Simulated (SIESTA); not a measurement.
# Ta4NiO11 in SIESTA: the effect of basis

The system is Ta4NiO11.

```
Ta Ni O
1.0
     1.95495  -14.82973    0.00000
     1.95495   14.82973    0.00000
     0.00000    0.00000    3.88590
Ta Ni O
4 1 11
Direct
  0.20437 0.79563 0.00000
  0.92451 0.07549 0.00000
  0.07549 0.92451 0.00000
  0.79563 0.20437 0.00000
  0.50000 0.50000 0.00000
  0.13987 0.86013 0.00000
  0.72107 0.27893 0.00000
  0.43645 0.56355 0.00000
  0.56355 0.43645 0.00000
  0.00000 0.00000 0.00000
  0.86013 0.13987 0.00000
  0.27893 0.72107 0.00000
  0.92790 0.07210 0.50000
  0.07210 0.92790 0.50000
  0.79436 0.20564 0.50000
  0.20564 0.79436 0.50000
```

The cell was built by a generator and needn't be a form met in nature.

Alike in all runs:

* Program: SIESTA 5.4.2
* Task: band structure
* Functional: PBE
* Potentials or basis: PseudoDojo 0.4 standard (PBE files)
* Grid cutoff: 800 Ry
* Energy shift: 0.003 Ry
* k mesh: 7 × 7 × 7
* Occupations: fermi-dirac, width 0.05 eV
* Spin: collinear spin, ferromagnetic start
* Starting moments: [0.0, 0.0, 0.0, 0.0, 1.0, 0.0, 0.0, 0.0, 0.0, 0.0, 0.0, 0.0, 0.0, 0.0, 0.0, 0.0] μB

**Question.** One run gave: pressure 4.7 GPa; moment 0.86 μB; largest force 0.12 eV/Å. Which basis did it use?
A. DZ
B. SZ
C. SZP

**Answer.** C.

```tsv
basis	pressure (GPa)	moment (μB)	largest force (eV/Å)
SZ	1.9	0.88	0.36
SZP	4.7	0.86	0.12
DZ	3.2	0.86	0.37
```

Caveats: short orbitals over semicore shells can move pressures by several GPa; the basis of atomic orbitals isn't converged, which shifts pressures, moduli and gaps; a cell with one magnetic atom can't hold antiferromagnetic order, which such compounds often take; the basis has no polarisation orbitals (some runs).
